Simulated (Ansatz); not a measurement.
**TaSi+ (septet): from Hartree-Fock to the top rungs, def2-QZVPP**

An exercise on one series of results from a longer session: the logs are not shown, and one member is left open.

Method: def2-QZVPP, core rule «outside noble gas», up to 9 orbitals frozen; program: Ansatz 0.2.0, Gaussian basis.

Plan: UHF; ROHF; CCSD(T) on UHF.

### What is computed

The geometry is a PBE0/def2-TZVP stationary point (not a proven minimum) of the parent state, kept for this charge and spin. No spin-orbit coupling is included. Elements past krypton take def2 core potentials.

2 atoms, charge 1, spin multiplicity 7.

Atoms are counted from 1 here; the program's logs count them from 0.

Bond lengths: Ta1–Si2 2.443 Å.

As a file:

```xyz
2

Ta    0.0000    0.0000    0.0000
Si    0.0000    0.0000    2.4426
```

The first run:

Input file in.yaml:

```yaml
crystal:
  periodic: [false, false, false]
  atoms:
    - {symbol: Ta, position_ang: [0.000000, 0.000000, 0.000000]}
    - {symbol: Si, position_ang: [0.000000, 0.000000, 2.442600]}
basis:
  gaussian: {orbitals: "def2-QZVPP.json"}
total_charge: 1
magnetization: {spin_polarized: true, initial_magnetization: 6}
hamiltonian: {xc: hf}
output: {orbitals: {seedname: orbitals}}
```

The run is started by

```console
> ansatz run in.yaml --threads 1 --pin off --events-out ev --progress --plain --max-ram 4096MiB --backend cpu
```

Steps of the session up to this table: UHF; ROHF; CCSD(T) on UHF.

One table of the session follows, with a row left open; its other results are not shown here.

```
  method  from UCCSD(T) (meV)
    ROHF              +4568.4
     UHF              +4409.3
    UMP2               +806.3
   UCCSD                    ?
UCCSD(T)                    0
```

Estimate the missing values for UCCSD.

The run gave: from UCCSD(T) (meV): +262.3. In the column «from UCCSD(T) (meV)» it lies between UCCSD(T) (0) and UMP2 (+806.3).
